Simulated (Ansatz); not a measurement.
**ClF2GeHO: molecular dynamics**

Purpose: to follow the molecule's vibrations and see whether its bonds hold. The start is relaxed first. Runs: 300 steps of 0.25 fs under a Nosé-Hoover thermostat at 500 K. SMILES of the start: [OH][Ge]([F])([F])[Cl].

Method: RKS B3LYP/def2-SVP, in Ansatz 0.2.0.

### Step 1. The system as given

Bond lengths: Ge1–Cl2 2.220 Å, Ge1–F3 1.680 Å, Ge1–F4 1.679 Å, Ge1–O5 1.769 Å, O5–H6 1.010 Å. Angles: Cl2–Ge1–F3 109.4°, Cl2–Ge1–F4 109.5°, Cl2–Ge1–O5 109.5°, F3–Ge1–F4 109.5°, F3–Ge1–O5 109.5°, F4–Ge1–O5 109.5°, Ge1–O5–H6 109.5°.

As a file:

```xyz
6

Ge    0.0000    0.0000    0.0000
Cl    0.0000    0.0000    2.2200
F     1.5842    0.0000   -0.5594
F    -0.7913    1.3709   -0.5594
O    -0.8337   -1.4443   -0.5894
H    -1.2883   -1.9100    0.1830
```

### Step 2. Relaxing the start

Contents of input.yaml:

```yaml
crystal:
  periodic: [false, false, false]
  atoms:
    - { symbol: Ge, position_ang: [0.0, 0.0, 0.0] }
    - { symbol: Cl, position_ang: [0.0, 0.0, 2.22] }
    - { symbol: F, position_ang: [1.5842, 0.0, -0.5594] }
    - { symbol: F, position_ang: [-0.7913, 1.3709, -0.5594] }
    - { symbol: O, position_ang: [-0.8337, -1.4443, -0.5894] }
    - { symbol: H, position_ang: [-1.2883, -1.91, 0.183] }
basis:
  gaussian: { orbitals: def2-SVP }
hamiltonian:
  xc: b3lyp
relax:
  f_tol: 0.02
  max_steps: 40
```

Command:

```console
$ ansatz run input.yaml --threads 2 --pin off --max-ram 3072MiB --backend cpu --events-out ev --progress --plain --runs-dir out
```

What it wrote, cut to the lines that bear on the results:

```text
Warning: RAYON_NUM_THREADS=2 ignored (pool sized by the plan → 2); use --threads N
[...]
Functional definition: B3LYP
[...]
974 factors; integrals over basis functions are off by at most 3.6e-4 eV
[...]
mean field -76525.96876764 eV, -2812.2774810460 hartree, gradient 2.0e-5 eV, S^2 0.000000; 0 other end points of the search recorded, 0 dependent functions left out
[...]
reference -76525.96896924 eV, -2812.2774884547 hartree; 38, 38 occupied and 59, 59 virtual orbitals, 974 factors
relax step   1: F+E_penalty+E_count = -76525.96876764 eV  Δ(F+E_penalty+E_count) = +0.000e0 eV  max|allowed force component| = 2.022e0 eV/Å  Δτ_max = 0.0000 Å  (27 SCF iters, accepted)
[...]
relax step   5: F+E_penalty+E_count = -76526.13332212 eV  Δ(F+E_penalty+E_count) = -7.045e-4 eV  max|allowed force component| = 3.993e-2 eV/Å  Δτ_max = 0.0122 Å  (31 SCF iters, accepted)
[...]
relax step   6: F+E_penalty+E_count = -76526.13369550 eV  Δ(F+E_penalty+E_count) = -3.734e-4 eV  max|allowed force component| = 9.450e-3 eV/Å  Δτ_max = 0.0315 Å  (30 SCF iters, accepted)
974 factors; integrals over basis functions are off by at most 3.5e-4 eV
[...]
mean field -76526.13369550 eV, -2812.2835420332 hartree, gradient 9.6e-6 eV, S^2 0.000000; 1 other end points of the search recorded, 0 dependent functions left out
[...]
reference -76526.13389431 eV, -2812.2835493393 hartree; 38, 38 occupied and 59, 59 virtual orbitals, 974 factors
Total energy: -76526.13389431 eV, -2812.2835493393 hartree
Atom 0 at    -0.017116    -0.033459     0.059673 Å, force     0.009450     0.007695     0.004563 eV/Å
Atom 1 at     0.023969     0.049651     2.191598 Å, force     0.000090    -0.000745     0.001674 eV/Å
Atom 2 at     1.579987     0.010798    -0.568918 Å, force    -0.000487    -0.003086    -0.000993 eV/Å
Atom 3 at    -0.780878     1.383766    -0.545082 Å, force    -0.006331    -0.000161    -0.001328 eV/Å
Atom 4 at    -0.811779    -1.460071    -0.556938 Å, force    -0.000457    -0.007877    -0.000250 eV/Å
Atom 5 at    -1.323284    -1.934085     0.114467 Å, force    -0.002265     0.004174    -0.003666 eV/Å
Dipole moment:    -0.281094    -0.349811     0.344602 e Å
```

Wall time 19 s (2 threads of Intel Xeon Platinum 8259CL at 2.50GHz (Skylake/Cascade Lake), shared host); peak memory 0.23 GiB.

The steps of the relaxation:

| step | energy from step 1 (eV) | largest force component (eV/Å) |
| --- | --- | --- |
| 1 | 0.0000 | 2.0216 |
| 2 | -0.1379 | 0.8018 |
| 3 | -0.1622 | 0.1571 |
| 4 | -0.1638 | 0.0731 |
| 5 | -0.1646 | 0.0399 |
| 6 | -0.1649 | 0.0095 |

Step 1 is the start.

After: Bond lengths: Ge1–Cl2 2.134 Å, Ge1–F3 1.717 Å, Ge1–F4 1.720 Å, Ge1–O5 1.746 Å, O5–H6 0.968 Å. Angles: Cl2–Ge1–F3 110.3°, Cl2–Ge1–F4 109.1°, Cl2–Ge1–O5 113.2°, F3–Ge1–F4 105.3°, F3–Ge1–O5 108.4°, F4–Ge1–O5 110.3°, Ge1–O5–H6 113.3°.

### Step 3. The run

300 steps of 0.25 fs under a Nosé-Hoover thermostat at 500 K, from the relaxed start.

Contents of input.yaml:

```yaml
crystal:
  periodic: [false, false, false]
  atoms:
    - { symbol: Ge, position_ang: [-0.017116, -0.033459, 0.059673] }
    - { symbol: Cl, position_ang: [0.023969, 0.049651, 2.191598] }
    - { symbol: F, position_ang: [1.579987, 0.010798, -0.568918] }
    - { symbol: F, position_ang: [-0.780878, 1.383766, -0.545082] }
    - { symbol: O, position_ang: [-0.811779, -1.460071, -0.556938] }
    - { symbol: H, position_ang: [-1.323284, -1.934085, 0.114467] }
basis:
  gaussian: { orbitals: def2-SVP }
hamiltonian:
  xc: b3lyp
md:
  timestep: 0.25
  n_steps: 300
  ensemble: nvt_nose_hoover
  temperature: 500.0
  initial_velocities: maxwell_boltzmann
  seed: 128768
```

Command:

```console
$ ansatz run input.yaml --threads 2 --pin off --max-ram 3072MiB --backend cpu --events-out ev --progress --plain --runs-dir out
```

What it wrote, cut to the lines that bear on the results:

```text
Warning: RAYON_NUM_THREADS=2 ignored (pool sized by the plan → 2); use --threads N
[...]
[... 1 set-up line as earlier in the session ...]
[...]
975 factors; integrals over basis functions are off by at most 3.2e-4 eV
[...]
mean field -76526.13369207 eV, -2812.2835419070 hartree, gradient 1.8e-5 eV, S^2 0.000000; 0 other end points of the search recorded, 0 dependent functions left out
[...]
reference -76526.13389038 eV, -2812.2835491949 hartree; 38, 38 occupied and 59, 59 virtual orbitals, 975 factors
md step     0: t =     0.00 fs  T =   500.0 K  F+E_penalty+E_count = -76526.13369207 eV  E_kin = 0.258520 eV  conserved = -76525.87517207 eV  (27 SCF iters)
[...]
md step    20: t =     5.00 fs  T =   392.6 K  F+E_penalty+E_count = -76526.07803506 eV  E_kin = 0.203006 eV  conserved = -76525.87507511 eV  (24 SCF iters)
[...]
md step    40: t =    10.00 fs  T =   240.2 K  F+E_penalty+E_count = -76525.99894921 eV  E_kin = 0.124218 eV  conserved = -76525.87499579 eV  (25 SCF iters)
[...]
md step    60: t =    15.00 fs  T =   198.0 K  F+E_penalty+E_count = -76525.97661299 eV  E_kin = 0.102389 eV  conserved = -76525.87493580 eV  (24 SCF iters)
[...]
md step    80: t =    20.00 fs  T =   243.7 K  F+E_penalty+E_count = -76525.99941679 eV  E_kin = 0.125995 eV  conserved = -76525.87495911 eV  (24 SCF iters)
md step    81: t =    20.25 fs  T =   252.7 K  F+E_penalty+E_count = -76526.00404793 eV  E_kin = 0.130634 eV  conserved = -76525.87500248 eV  (25 SCF iters)
```

### Step 4. The log goes on: dynamics from the start

The log, continued, cut to the lines that bear on the results:

```text
md step    82: t =    20.50 fs  T =   262.9 K  F+E_penalty+E_count = -76526.00934656 eV  E_kin = 0.135937 eV  conserved = -76525.87505157 eV  (24 SCF iters)
[...]
md step   107: t =    26.75 fs  T =   251.4 K  F+E_penalty+E_count = -76526.00184014 eV  E_kin = 0.129973 eV  conserved = -76525.87511727 eV  (24 SCF iters)
[...]
md step   132: t =    33.00 fs  T =   203.0 K  F+E_penalty+E_count = -76525.97481710 eV  E_kin = 0.104972 eV  conserved = -76525.87495017 eV  (24 SCF iters)
[...]
md step   157: t =    39.25 fs  T =   311.7 K  F+E_penalty+E_count = -76526.02830607 eV  E_kin = 0.161160 eV  conserved = -76525.87513623 eV  (25 SCF iters)
[...]
md step   182: t =    45.50 fs  T =   235.3 K  F+E_penalty+E_count = -76525.98497709 eV  E_kin = 0.121664 eV  conserved = -76525.87491128 eV  (24 SCF iters)
md step   183: t =    45.75 fs  T =   232.5 K  F+E_penalty+E_count = -76525.98339917 eV  E_kin = 0.120218 eV  conserved = -76525.87491054 eV  (24 SCF iters)
md step   184: t =    46.00 fs  T =   233.6 K  F+E_penalty+E_count = -76525.98384233 eV  E_kin = 0.120772 eV  conserved = -76525.87493040 eV  (25 SCF iters)
```

### Step 5. More of the same log: dynamics from the start

Output, continued, cut to the lines that bear on the results:

```text
md step   185: t =    46.25 fs  T =   237.9 K  F+E_penalty+E_count = -76525.98599561 eV  E_kin = 0.123023 eV  conserved = -76525.87496698 eV  (25 SCF iters)
[...]
md step   206: t =    51.50 fs  T =   217.4 K  F+E_penalty+E_count = -76525.97259367 eV  E_kin = 0.112396 eV  conserved = -76525.87506149 eV  (25 SCF iters)
[...]
md step   227: t =    56.75 fs  T =   241.3 K  F+E_penalty+E_count = -76525.98183871 eV  E_kin = 0.124763 eV  conserved = -76525.87512982 eV  (25 SCF iters)
[...]
md step   248: t =    62.00 fs  T =   284.4 K  F+E_penalty+E_count = -76525.99994355 eV  E_kin = 0.147031 eV  conserved = -76525.87505540 eV  (25 SCF iters)
[...]
md step   299: t =    74.75 fs  T =   417.7 K  F+E_penalty+E_count = -76526.05113319 eV  E_kin = 0.215966 eV  conserved = -76525.87505780 eV  (24 SCF iters)
[...]
md step   300: t =    75.00 fs  T =   404.6 K  F+E_penalty+E_count = -76526.04390947 eV  E_kin = 0.209182 eV  conserved = -76525.87501939 eV  (28 SCF iters)
Total energy: -76526.04410806 eV, -2812.2802497556 hartree
Atom 0 at     0.000283    -0.053240     0.053209 Å, force    -1.234880    -0.975045     0.634672 eV/Å
Atom 1 at     0.023886     0.110484     2.180525 Å, force     0.100221    -0.198856     0.001914 eV/Å
Atom 2 at     1.568705    -0.000544    -0.551135 Å, force     1.110827     0.000009    -0.437468 eV/Å
Atom 3 at    -0.818893     1.360825    -0.436520 Å, force    -0.321231     0.454861    -0.473724 eV/Å
Atom 4 at    -0.805570    -1.506099    -0.593004 Å, force    -0.811637     1.089528    -0.033779 eV/Å
Atom 5 at    -1.743456    -1.271479    -0.839189 Å, force     1.156700    -0.370497     0.308386 eV/Å
Dipole moment:    -0.365091    -0.119221    -0.020047 e Å
```

It took 13 min on 2 threads of Intel Xeon Platinum 8259CL at 2.50GHz (Skylake/Cascade Lake), shared host; peak memory 0.24 GiB.

### Step 6. The trajectory

The trajectory, every 16 steps (energies from step 0):

| time (fs) | T (K) | potential energy change (meV/atom) | conserved energy change (meV/atom) |
| --- | --- | --- | --- |
| 0.0 | 500 | 0.0 | 0.00 |
| 4.0 | 438 | 5.3 | 0.00 |
| 8.0 | 306 | 16.7 | 0.02 |
| 12.0 | 234 | 23.0 | 0.02 |
| 16.0 | 219 | 24.3 | 0.03 |
| 20.0 | 244 | 22.4 | 0.04 |
| 24.0 | 226 | 24.0 | 0.04 |
| 28.0 | 203 | 26.3 | 0.04 |
| 32.0 | 197 | 26.9 | 0.04 |
| 36.0 | 257 | 22.0 | 0.03 |
| 40.0 | 290 | 19.5 | 0.02 |
| 44.0 | 297 | 19.2 | 0.01 |
| 48.0 | 258 | 23.0 | 0.01 |
| 52.0 | 231 | 25.7 | 0.01 |
| 56.0 | 235 | 25.8 | 0.01 |
| 60.0 | 250 | 25.0 | 0.02 |
| 64.0 | 312 | 20.2 | 0.03 |
| 68.0 | 362 | 16.8 | 0.04 |
| 72.0 | 402 | 14.4 | 0.04 |
| 75.0 | 405 | 15.0 | 0.03 |

time (fs), T (K) and a bar:
```
      0.0        500 ##############################
      3.2        438 ########################
      6.5        310 ###########
      9.8        254 ######
     13.0        248 #####
     16.2        230 ####
     19.5        234 ####
     22.8        256 ######
     26.0        268 #######
     29.2        226 ###
     32.5        194 
     35.8        263 #######
     39.2        312 ############
     42.5        288 #########
     45.8        233 ####
     49.0        216 ##
     52.2        234 ####
     55.5        216 ##
     58.8        201 #
     62.0        284 #########
     65.2        368 #################
     68.5        386 ###################
     71.8        401 ####################
     75.0        405 #####################
```

### Step 7. Positions and forces

Positions (Å) and forces (eV/Å):

```xyz
6
time_fs=9.5 T=269 dE=0.1199
Ge   -0.028   -0.033    0.089    1.464    1.236   -1.806
Cl    0.021    0.059    2.161    0.013    0.035    1.089
F     1.590   -0.043   -0.604   -0.966    0.213    0.578
F    -0.803    1.394   -0.537    0.277   -0.435    0.276
O    -0.744   -1.435   -0.589   -0.122   -0.402   -0.574
H    -1.299   -1.862    0.054   -0.666   -0.648    0.438
6
time_fs=18.8 T=246 dE=0.1326
Ge   -0.024   -0.021    0.099    0.611   -0.091   -2.152
Cl    0.019    0.068    2.156    0.048    0.068    1.428
F     1.563   -0.086   -0.615   -0.466    0.386    0.452
F    -0.814    1.389   -0.518    0.182   -0.170    0.152
O    -0.709   -1.448   -0.620    0.667    0.488   -0.675
H    -1.349   -1.920   -0.118   -1.042   -0.681    0.796
6
time_fs=28.0 T=203 dE=0.1576
Ge   -0.014   -0.010    0.087   -1.097   -1.613   -0.709
Cl    0.018    0.080    2.181    0.053    0.026    0.614
F     1.520   -0.113   -0.609    1.091    0.404   -0.226
F    -0.819    1.377   -0.494   -0.137    0.453   -0.165
O    -0.691   -1.477   -0.647    1.545    1.349   -0.398
H    -1.426   -1.921   -0.279   -1.454   -0.619    0.882
6
time_fs=37.5 T=266 dE=0.1280
Ge   -0.014   -0.016    0.066   -0.902   -1.170    0.552
Cl    0.018    0.092    2.222    0.020   -0.065   -0.496
F     1.520   -0.123   -0.611    1.324    0.423   -0.306
F    -0.828    1.383   -0.474   -0.150    0.418   -0.201
O    -0.671   -1.487   -0.659    1.073    0.829   -0.020
H    -1.517   -1.734   -0.326   -1.364   -0.436    0.471
6
time_fs=47.0 T=258 dE=0.1374
Ge   -0.024   -0.034    0.050    1.065    0.570    0.790
Cl    0.018    0.103    2.253   -0.004   -0.148   -1.170
F     1.573   -0.113   -0.624   -0.409    0.426    0.393
F    -0.843    1.407   -0.463    0.212   -0.361   -0.002
O    -0.669   -1.480   -0.648    0.007   -0.093   -0.043
H    -1.592   -1.550   -0.416   -0.870   -0.394    0.032
6
time_fs=56.2 T=240 dE=0.1520
Ge   -0.024   -0.047    0.044    1.175    1.026    0.720
Cl    0.019    0.110    2.256    0.038   -0.204   -1.305
F     1.613   -0.085   -0.621   -1.298    0.241    0.646
F    -0.849    1.415   -0.453    0.421   -0.738    0.042
O    -0.707   -1.482   -0.628   -0.084   -0.371   -0.181
H    -1.667   -1.561   -0.621   -0.252    0.047    0.079
6
time_fs=65.5 T=369 dE=0.0935
Ge   -0.011   -0.050    0.045   -0.175   -0.076    0.520
Cl    0.020    0.113    2.230    0.088   -0.234   -0.946
F     1.602   -0.045   -0.593   -0.579    0.058    0.273
F    -0.838    1.395   -0.441    0.203   -0.319   -0.153
O    -0.764   -1.500   -0.615    0.011    0.260    0.068
H    -1.725   -1.524   -0.787    0.452    0.310    0.238
6
time_fs=75.0 T=405 dE=0.0898
Ge    0.000   -0.053    0.053   -1.235   -0.975    0.635
Cl    0.024    0.111    2.180    0.100   -0.199    0.002
F     1.569   -0.001   -0.551    1.111    0.000   -0.438
F    -0.819    1.361   -0.436   -0.321    0.455   -0.474
O    -0.806   -1.506   -0.593   -0.812    1.089   -0.034
H    -1.744   -1.272   -0.839    1.157   -0.370    0.308
```

### Step 8. Outcome

| quantity | value |
| --- | --- |
| relaxation of the start | 5 moves, 0.165 eV lower |
| length | 300 steps of 0.25 fs |
| temperature, first and last step | 500 and 405 K |
| temperature, second half | mean 292 K, from 183 to 448 K |
| potential energy, second half | +21 meV/atom from the start |
| largest change of the conserved energy | 0.05 meV/atom |
| bonds formed or broken | 0 |

**Reading.** Against a set 500 K the second half averages 292 K with a spread of 77 K; 21 meV/atom has gone into potential energy, and a thermostat that acts over some 100 fs has not made it up in 75 fs. The conserved energy strays from its start by at most 0.05 meV/atom, 0.2 % of the mean kinetic energy, so a step of 0.25 fs is short enough over this time. The bonds all hold. A run of 75 fs with 6 atoms shows the motion but fixes no equilibrium value. The nuclei move classically, without zero-point motion, which matters most for hydrogen.
